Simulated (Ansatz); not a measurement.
# GePHF (quartet): the correlation ladder, cc-pVDZ

One table from this session's results is given with a row withheld; the runs are named, their logs left out.

The runs use Ansatz 0.2.0, Gaussian basis; cc-pVDZ, core rule «outside noble gas», up to 20 orbitals frozen.

Plan: UHF; CCSD(T) on ROHF; CCSD(T) on UHF; BCCD(T) on ROHF; CISD as a restricted active space (open shells left free, so some higher excitations enter); CCSDT(Q) on ROHF; CCSDT(Q) on UHF.

5 further runs of the same task are left out: 5 set aside as unsound or not needed. Runs told in other sessions of the task aren't counted.

## The geometry

The geometry is a PBE0/def2-TZVP stationary point (not a proven minimum). No spin-orbit coupling is included. The filled d shell of Ge may be among the frozen orbitals whatever the setting's name suggests.

4 atoms, charge 0, spin multiplicity 4.

Atoms are counted from 1 here; the program's logs count them from 0.

Bond lengths: F1–Ge2 1.761 Å, Ge2–P3 2.420 Å, P3–H4 1.429 Å. Angles: F1–Ge2–P3 106.8°, Ge2–P3–H4 98.0°.

The first run:

in.yaml reads:

```yaml
crystal:
  periodic: [false, false, false]
  atoms:
    - {symbol: F, position_ang: [0.022711, 1.080147, 1.412008]}
    - {symbol: Ge, position_ang: [0.011442, -0.399531, 0.456732]}
    - {symbol: P, position_ang: [-0.083579, 0.267677, -1.867263]}
    - {symbol: H, position_ang: [1.315683, 0.208221, -2.149646]}
basis:
  gaussian: {orbitals: cc-pVDZ}
magnetization: {spin_polarized: true, initial_magnetization: 3}
hamiltonian: {xc: hf}
output: {orbitals: {seedname: orbitals}}
```

Started as:

```
$ ansatz run in.yaml --threads 1 --pin off --events-out ev --progress --plain --max-ram 2560MiB --backend cpu
```

Steps of the session up to this table: UHF; CCSD(T) on ROHF; CCSD(T) on UHF; BCCD(T) on ROHF; CISD as a restricted active space (open shells left free, so some higher excitations enter); CCSDT(Q) on ROHF; CCSDT(Q) on UHF.

One of the session's tables, all rows but one given; the rest of the session is left out.

| method | from UCCSDT(Q) (meV) |
| --- | --- |
| ROHF | +10737.1 |
| UHF | +10453.9 |
| RMP2 | +1167.1 |
| UMP2 | +1197.5 |
| RCCSD | +334.9 |
| UCCSD | +317.9 |
| RCCSD(T) | +70.8 |
| UCCSD(T) | +64.2 |
| BCCD(T) | +64.6 |
| RCCSDT | ? |
| UCCSDT | +25.9 |
| RCCSDT(Q) | +11.1 |
| UCCSDT(Q) | 0 |

**Question.** Estimate the row for RCCSDT.

**Answer.** from UCCSDT(Q) (meV): +33.8. In the column «from UCCSDT(Q) (meV)» it lies between UCCSDT (+25.9) and UCCSD(T) (+64.2).

Not comparable, so not listed: CISD as a restricted active space (open shells left free, so some higher excitations enter) (they don't share determinant, frozen orbitals or solution with the rows shown, or repeat one).

Caveats from the session: Restricted and unrestricted rows rest on different reference determinants; a gap between their highest levels can come from leftover correlation error, from unlike frozen cores or from another state.
